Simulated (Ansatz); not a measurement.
# BH10NSi3: how energies converge with the basis set

The task here is to estimate one member of a computed series from the others.

Method: one geometry, several basis sets; program: Ansatz 0.2.0, Gaussian basis.

Plan: PBE0-D4/def2-SVP; ωB97M-V/def2-SVP; PBE0-D4/def2-QZVPP; ωB97M-V/def2-QZVPP; the functionals' def2-TZVPP values are taken from earlier runs.

## The geometry

The geometry comes from an earlier relaxation with PBE0-D4 in a triple-zeta def2 set; it is a stationary point, not always the lowest conformer.

SMILES `BN([SiH3])[SiH2][SiH3]`, 15 atoms, charge 0, spin multiplicity 1.

Atoms are counted from 1 here; the program's logs count them from 0.

Bond lengths: B1–N2 1.406 Å, B1–H6 1.200 Å, B1–H7 1.201 Å, N2–Si3 1.756 Å, N2–Si4 1.761 Å, Si3–H8 1.487 Å, Si3–H9 1.486 Å, Si3–H10 1.481 Å, Si4–Si5 2.339 Å, Si4–H11 1.490 Å, Si4–H12 1.491 Å, Si5–H13 1.490 Å, Si5–H14 1.486 Å, Si5–H15 1.486 Å. Angles: N2–B1–H6 120.0°, N2–B1–H7 120.1°, H6–B1–H7 120.0°, B1–N2–Si3 119.9°, B1–N2–Si4 121.6°, Si3–N2–Si4 118.5°, N2–Si3–H8 108.0°, N2–Si3–H9 110.5°, N2–Si3–H10 109.6°, H8–Si3–H9 108.4°, H8–Si3–H10 110.3°, H9–Si3–H10 109.9°, N2–Si4–Si5 112.1°, N2–Si4–H11 109.4°, N2–Si4–H12 107.7°, Si5–Si4–H11 110.7°, Si5–Si4–H12 110.1°, H11–Si4–H12 106.6° and more.

As a file:

```xyz
15

B     0.2459    1.1092    1.2272
N    -0.3456   -0.0655    0.7290
Si   -1.1599   -1.1684    1.8269
Si   -0.2571   -0.4911   -0.9779
Si    1.2904    0.8262   -2.1353
H     0.1626    1.3742    2.3943
H     0.8347    1.8479    0.4850
H    -2.2594   -1.8339    1.0797
H    -0.2190   -2.2132    2.3065
H    -1.7040   -0.4121    2.9785
H    -1.6110   -0.3711   -1.5877
H     0.1253   -1.9297   -1.0684
H     1.4053    0.2673   -3.5113
H     0.8455    2.2401   -2.2344
H     2.6246    0.7695   -1.4826
```

Set-up of the first run:

Input file in.yaml:

```yaml
crystal:
  periodic: [false, false, false]
  atoms:
    - {symbol: B, position_ang: [0.245933, 1.109227, 1.227197]}
    - {symbol: N, position_ang: [-0.345644, -0.065459, 0.728969]}
    - {symbol: Si, position_ang: [-1.159947, -1.168400, 1.826894]}
    - {symbol: Si, position_ang: [-0.257088, -0.491097, -0.977897]}
    - {symbol: Si, position_ang: [1.290422, 0.826154, -2.135271]}
    - {symbol: H, position_ang: [0.162554, 1.374166, 2.394292]}
    - {symbol: H, position_ang: [0.834728, 1.847859, 0.484960]}
    - {symbol: H, position_ang: [-2.259440, -1.833867, 1.079719]}
    - {symbol: H, position_ang: [-0.219039, -2.213227, 2.306460]}
    - {symbol: H, position_ang: [-1.703968, -0.412067, 2.978519]}
    - {symbol: H, position_ang: [-1.610961, -0.371130, -1.587723]}
    - {symbol: H, position_ang: [0.125306, -1.929690, -1.068366]}
    - {symbol: H, position_ang: [1.405337, 0.267335, -3.511322]}
    - {symbol: H, position_ang: [0.845510, 2.240058, -2.234442]}
    - {symbol: H, position_ang: [2.624599, 0.769536, -1.482588]}
basis:
  gaussian: {orbitals: def2-SVP}
hamiltonian: {xc: pbe0, dispersion: d4}
output: {orbitals: {seedname: orbitals}}
```

On the command line:

```sh
$ ansatz run in.yaml --threads 4 --pin off --events-out ev --progress --plain --max-ram 11315MiB
```

Among the steps run: PBE0-D4 in def2-SVP; ωB97M-V in def2-SVP; PBE0-D4 in def2-QZVPP; ωB97M-V in def2-QZVPP.

One of the session's tables, all rows but one given; the rest of the session is left out.

It belongs to the step «Density functionals: the series». 

```
functional       basis  HOMO (eV)
   PBE0-D4    def2-SVP          ?
   PBE0-D4  def2-TZVPP      -8.27
   PBE0-D4  def2-QZVPP      -8.27
   ωB97M-V    def2-SVP     -10.34
   ωB97M-V  def2-TZVPP     -10.35
   ωB97M-V  def2-QZVPP     -10.35
```

**Question.** Estimate the row for PBE0-D4, def2-SVP.

The run gave: HOMO (eV): -8.29. In the column «HOMO (eV)» it lies between ωB97M-V, def2-SVP (-10.34) and PBE0-D4, def2-TZVPP (-8.27).
